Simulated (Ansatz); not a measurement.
# Ge3Pt: the cost of one run

Computed with Ansatz 0.2.0 (DFT PBE, scalar-relativistic, plane waves, PAW, unless a step's input says otherwise).

## (1) The structure to begin with

Symmetry: Pm-3m, No. 221, cubic system. Conventional cell: a = 4.059 Å, b = 4.059 Å, c = 4.059 Å, α = 90.00°, β = 90.00°, γ = 90.00°. Ge (site symmetry 4/mmm) is surrounded by 8 Ge at 2.87 Å and 4 Pt at 2.87 Å. Pt (site symmetry m-3m) is surrounded by 12 Ge at 2.87 Å.

As a file:

```cif
data_structure
_symmetry_space_group_name_H-M 'Pm-3m'
_symmetry_Int_Tables_number 221
_cell_length_a 4.0592
_cell_length_b 4.0592
_cell_length_c 4.0592
_cell_angle_alpha 90.000
_cell_angle_beta 90.000
_cell_angle_gamma 90.000
_cell_volume 66.88
loop_
_atom_site_label
_atom_site_type_symbol
_atom_site_symmetry_multiplicity
_atom_site_Wyckoff_symbol
_atom_site_fract_x
_atom_site_fract_y
_atom_site_fract_z
_atom_site_occupancy
Ge1 Ge 3 c 0.00000 0.50000 0.50000 1
Pt1 Pt 1 a 0.00000 0.00000 0.00000 1
```

This is candidate A: Cu3Au (L1_2) type (Pm-3m, No. 221).

(A quick probe on a coarse mesh, which set the mesh and smearing, is not shown.)

## (3) A loose first relaxation (candidate A)

Contents of input.yaml:

```yaml
crystal:
  lattice:
    - [4.0591999689, 0.0, 0.0]
    - [0.0, 4.0591999689, 0.0]
    - [0.0, 0.0, 4.0591999689]
  atoms:
    - { symbol: Ge, position: [0.0, 0.5, 0.5] }
    - { symbol: Ge, position: [0.5, 0.0, 0.5] }
    - { symbol: Ge, position: [0.5, 0.5, 0.0] }
    - { symbol: Pt, position: [0.0, 0.0, 0.0] }
basis:
  ecutwfc: 420
kpoints:
  mp_grid: { grid: [4, 4, 4] }
hamiltonian:
  xc: pbe
scf:
  occupations: { method: gaussian, width: 0.1 }
  lower_state_search: "off"
output:
  forces: true
  stress: true
  eigenvalues: true
relax:
  adjacent_minimum: "off"
  f_tol: 0.04
  max_steps: 70
  cell: { stress_tol: 0.4 }
```

Command:

```bash
$ ansatz run input.yaml --threads 1 --pin off --max-ram 2560MiB --backend cpu --events-out ev --progress --plain --runs-dir out
```

What time and memory should one allow on 1 thread of Intel Xeon Platinum 8375C at 2.90GHz (Ice Lake), shared host?

About 8.5 s, with a peak of 0.4 GiB.
